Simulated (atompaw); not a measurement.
# Pseudopotential generation for Lu: PAW (atompaw), PBE

Do these settings give a usable potential? It is generated, then checked for scattering, ghosts and hardness.

Program: atompaw 4.2.0.5. Reference atom: PBE, scalar-relativistic, spherical and spin-unpolarised. All values are calculated.

## Step 1: Starting point

The settings as typed:

- element: lutetium (Lu, Z = 71)
- type: PAW
- frozen core: [Xe]
- valence charge: 17
- reference configuration: 4f13 5d2 6s2 6p0
- partial waves: 6s (bound): rc 3.00 bohr; 6s channel at 1.4 Ry: rc 2.35 bohr; 6p (bound, empty): rc 3.00 bohr; 6p channel at 1.35 Ry: rc 3.00 bohr; 5d (bound): rc 3.00 bohr; 5d channel at 0.45 Ry: rc 3.00 bohr; 4f (bound): rc 1.25 bohr; 4f channel at -0.25 Ry: rc 1.25 bohr
- local potential: vpsmatchnc scheme with l = 4 at 0.5 Ry, radius 2.00 bohr
- core correction: smooth core density matched at 2.95 bohr
- augmentation charge: besselshape compensation charge, radius 2.75 bohr; PAW radius 3.00 bohr; waves and projectors: custom rrkj gramschmidtortho

An earlier all-electron run gives the scale for the radii.

All-electron outer shells of the reference configuration (PBE, scalar-relativistic, ld1.x):

```json
{"shell": "5s", "level (eV)": "-65.17", "outermost node (bohr)": "0.56", "outermost maximum (bohr)": "1.04"}
{"shell": "5p", "level (eV)": "-34.86", "outermost node (bohr)": "0.61", "outermost maximum (bohr)": "1.18"}
{"shell": "4f", "level (eV)": "-16.78", "outermost node (bohr)": "–", "outermost maximum (bohr)": "0.47"}
{"shell": "6s", "level (eV)": "-5.01", "outermost node (bohr)": "1.39", "outermost maximum (bohr)": "2.93"}
{"shell": "5d", "level (eV)": "-2.80", "outermost node (bohr)": "0.68", "outermost maximum (bohr)": "1.71"}
{"shell": "6p", "level (eV)": "-1.39", "outermost node (bohr)": "1.68", "outermost maximum (bohr)": "4.11"}
```

## Step 2: The generation run

Contents of Lu.input:

```
Lu 71
GGA-PBE scalarrelativistic loggrid 2001 logderivrange -3 5 201
6 6 5 4 0 0
6 1 0
5 2 2
4 3 13
0 0 0
c
c
c
c
c
v
c
c
c
c
v
c
c
v
v
3
3.00 2.75 2.00 2.95
y
1.4
n
y
1.35
n
y
0.45
n
y
-0.25
n
custom rrkj gramschmidtortho besselshape
4 0.5 vpsmatchnc
3.00
2.35
3.00
3.00
3.00
3.00
1.25
1.25
PWSCFOUT
UPFDX 0.0125d0 UPFXMIN -7.d0 UPFZMESH 71.d0
END
```

Started as:

```sh
$ atompaw < Lu.input > Lu.log
```

Q: Predict the outcome of this session. Wanted: cutoffs for 10 and 1 mRy, occupied levels; bound ghosts; largest phase difference near zero energy, channels read; lowest eigenvalue of the overlap; share of valence orbitals outside the PAW sphere; UPF file.

As calculated:

| quantity | value |
| --- | --- |
| cutoffs for 10 and 1 mRy, occupied levels | 140 Ry and 200 Ry |
| bound ghosts | s at -72.92 eV, p at -53.91 eV |
| largest phase difference near zero energy, channels read | 2.870 rad |
| lowest eigenvalue of the overlap (Bessel basis) | 0.089 (s) |
| share of valence orbitals outside the PAW sphere | 6s 61 %, 6p 89 %, 5d 27 %, 4f 0 % |
| UPF file | written |

In words: A bound ghost (s, p) makes it unfit for use: electrons can fall into a state that the atom doesn't have. By its cutoff, 140 Ry for the looser tolerance, it is very hard. The slowest occupied level is 4f: taken alone it needs 120 Ry to come within 1 mRy, against 10 Ry for 5d. Of the channels read, d scatters worst near zero energy, by up to 2.87 rad. A step near π is an extra or missing state, not a misfit of shape. In the d channel the atom's pole at 5.00 Ry sits lower, at 0.86 Ry, in the pseudo curve. The pseudo curves have a pole with no partner nearby in the atom's: d at 0.86 Ry. At positive energy that is a spurious or a displaced resonance. All of this concerns the isolated atom, not yet a solid.
